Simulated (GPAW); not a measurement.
Crystal: CsLiCr2Te2S3.

```xyz
9
Lattice="3.3193 1.9164 6.8798 -3.3193 1.9164 6.8798 0.0000 -3.8328 6.8798" Properties=species:S:1:pos:R:3 pbc="T T T"
Cs    0.0000    0.0000    0.0000
Li    0.0000    0.0000   10.3197
Cr    0.0000    0.0000   16.4802
Cr    0.0000    0.0000    4.1593
Te    0.0000    0.0000   14.0328
Te    0.0000    0.0000    6.6067
S    -2.4147    0.0000   10.3197
S     1.2074   -2.0912   10.3197
S     1.2074    2.0912   10.3197
```

The cell was built by a generator and needn't be a form met in nature.

Base run:

| Property | Result |
| --- | --- |
| Program | GPAW 26.7.0 |
| Functional | PBE |
| Potentials or basis | GPAW PAW data sets (gpaw-data 1.2.1) |
| Cutoff | 800 eV |
| Basis | pw |
| k mesh | 4 × 4 × 4 |
| Occupations | fermi-dirac, width 0.05 eV |
| Spin | collinear spin, ferromagnetic start |
| Starting moments | [0.0, 0.0, 3.0, 3.0, 0.0, 0.0, 0.0, 0.0, 0.0] μB |
| Hubbard terms | Cr d U = 3 eV |

Its results: pressure 3.2 GPa; net moment 4.14 μB per cell; site moments Cs -0.01; Li +0.00; Cr +3.04; Te -0.39; S -0.19 μB; largest force 1.117 eV/Å.

**Question.** The run is repeated on the same cell with these changes: hubbard terms from Cr d U = 3 eV to none. What comes out?

**Answer.** Pressure 0.2 GPa; net moment 4.00 μB per cell; site moments Cs -0.01; Li +0.01; Cr +2.24; Te -0.20; S -0.07 μB; largest force 0.113 eV/Å.

Caveats: only a ferromagnetic start was run, and an antiferromagnetic order may lie lower in energy; forces of over 1 eV/Å show positions far from the minimum, so gaps and moduli don't describe the material at rest (some runs).
